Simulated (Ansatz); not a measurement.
Write a Python script for Ansatz 0.2.0 through its Python package that makes a short molecular-dynamics run of C2H5BO, SMILES CB1CO1. Use: Hartree-Fock, 6-31G basis, multiplicity 1.

```xyz
9

C    -0.3742    0.9975   -0.8760
B     0.3695   -0.1484   -0.2065
C     0.3741   -1.0254    1.0807
O     0.7290   -1.6041   -0.1184
H    -0.9747    0.6507   -1.7862
H    -1.1398    1.4897   -0.1606
H     0.3183    1.8287   -1.2090
H    -0.5399   -1.3080    1.5014
H     1.3263   -0.9270    1.7576
```

Script `md_c2h5bo.py`:
```python
'''A short Born-Oppenheimer trajectory of C2H5BO.'''

import ansatz as az
import numpy as np

GEOMETRY = '''
C    -0.37420    0.99750   -0.87600
B     0.36950   -0.14840   -0.20650
C     0.37410   -1.02540    1.08070
O     0.72900   -1.60410   -0.11840
H    -0.97470    0.65070   -1.78620
H    -1.13980    1.48970   -0.16060
H     0.31830    1.82870   -1.20900
H    -0.53990   -1.30800    1.50140
H     1.32630   -0.92700    1.75760
'''


def main() -> None:
    molecule = az.Crystal.molecule()
    for line in GEOMETRY.strip().splitlines():
        symbol, *xyz = line.split()
        molecule = molecule.atom(symbol, [float(v) for v in xyz])

    model = molecule.calculation()
    model = model.basis(gaussian='6-31G')
    model = model.functional('hf')
    model = model.md('nve', timestep=0.5, steps=30, temperature=300, initial_velocities='maxwell_boltzmann', seed=3)
    frames = []
    model.session().plan().execute(on_event=lambda e: frames.append(e['data']) if e['event'] == 'md_step' else None)
    print('t (fs)   E_pot (eV)      E_kin (eV)   T (K)   d(0-1) (A)')
    for f in frames[::1]:
        xyz = np.array(f['positions_ang'])
        print(f'{f["time_fs"]:6.2f} {f["lagrangian_ev"]:14.5f} {f["e_kin_ev"]:10.5f} {f["temperature_k"]:8.1f} {np.linalg.norm(xyz[0] - xyz[1]):9.4f}')
    kept = np.array([f['conserved_ev'] for f in frames])
    print(f'conserved energy moves by at most {1000 * np.ptp(kept):.3f} meV')
    symbols = [site.symbol for site in molecule.cartesian_sites]
    with open('last_frame.xyz', 'w') as handle:
        handle.write(f'{len(symbols)}\nt = {frames[-1]["time_fs"]} fs\n')
        handle.writelines('{:2s} {:10.5f} {:10.5f} {:10.5f}\n'.format(s, *xyz) for s, xyz in zip(symbols, frames[-1]['positions_ang']))


if __name__ == '__main__':
    main()
```

Output of `python md_c2h5bo.py`:
```text
t (fs)   E_pot (eV)      E_kin (eV)   T (K)   d(0-1) (A)
  0.00    -4844.98972    0.27145    300.0    1.5213
  0.50    -4845.10533    0.38533    425.9    1.5213
  1.00    -4845.24140    0.51910    573.7    1.5227
  1.50    -4845.36323    0.63866    705.8    1.5255
  2.00    -4845.43779    0.71188    786.8    1.5295
  2.50    -4845.44766    0.72227    798.2    1.5346
  3.00    -4845.40441    0.68158    753.3    1.5406
  3.50    -4845.34927    0.62962    695.9    1.5472
  4.00    -4845.33138    0.61334    677.9    1.5542
  4.50    -4845.37602    0.65718    726.3    1.5613
  5.00    -4845.47222    0.75133    830.4    1.5684
  5.50    -4845.58817    0.86540    956.4    1.5753
  6.00    -4845.69227    0.96834   1070.2    1.5818
  6.50    -4845.76291    1.03854   1147.8    1.5880
  7.00    -4845.79016    1.06605   1178.2    1.5937
  7.50    -4845.77593    1.05276   1163.5    1.5989
  8.00    -4845.73316    1.01138   1117.8    1.6036
  8.50    -4845.68240    0.96211   1063.3    1.6078
  9.00    -4845.64609    0.92699   1024.5    1.6115
  9.50    -4845.64231    0.92375   1020.9    1.6145
 10.00    -4845.67931    0.96045   1061.5    1.6170
 10.50    -4845.75210    1.03202   1140.6    1.6188
 11.00    -4845.84187    1.11985   1237.6    1.6199
 11.50    -4845.91937    1.19519   1320.9    1.6202
 12.00    -4845.95343    1.22780   1357.0    1.6197
 12.50    -4845.92500    1.19966   1325.9    1.6183
 13.00    -4845.84187    1.11882   1236.5    1.6160
 13.50    -4845.74097    1.02082   1128.2    1.6127
 14.00    -4845.66682    0.94793   1047.6    1.6084
 14.50    -4845.63957    0.91969   1016.4    1.6031
 15.00    -4845.64586    0.92426   1021.5    1.5967
conserved energy moves by at most 7.865 meV
```

It writes `last_frame.xyz`:
```text
9
t = 15.0 fs
C    -0.32264    0.95178   -0.90287
B     0.27543   -0.31143   -0.13086
C     0.37350   -0.91152    1.29146
O     0.74178   -1.52620   -0.31398
H    -0.86004    0.67086   -1.73953
H    -0.91708    1.44071   -0.21087
H     0.30456    1.74251   -1.18927
H    -0.55982   -1.46671    1.50104
H     1.22138   -0.95343    1.84378
```

Notes:
- Total energies depend on the basis set; only differences at equal settings carry meaning.
- The trajectory is only some femtoseconds long, so its temperature is not equilibrated; where the script doesn't relax first, it starts from a rough generated geometry.
- The temperature counts the internal degrees of freedom alone.
- Run time: 26 s on 1 thread of AMD EPYC 7R43 64-Core Processor (Zen 3), with other jobs on the host, peak memory 0.17 GiB.

(Lines on the test bed's own set-up are left out of the output.)
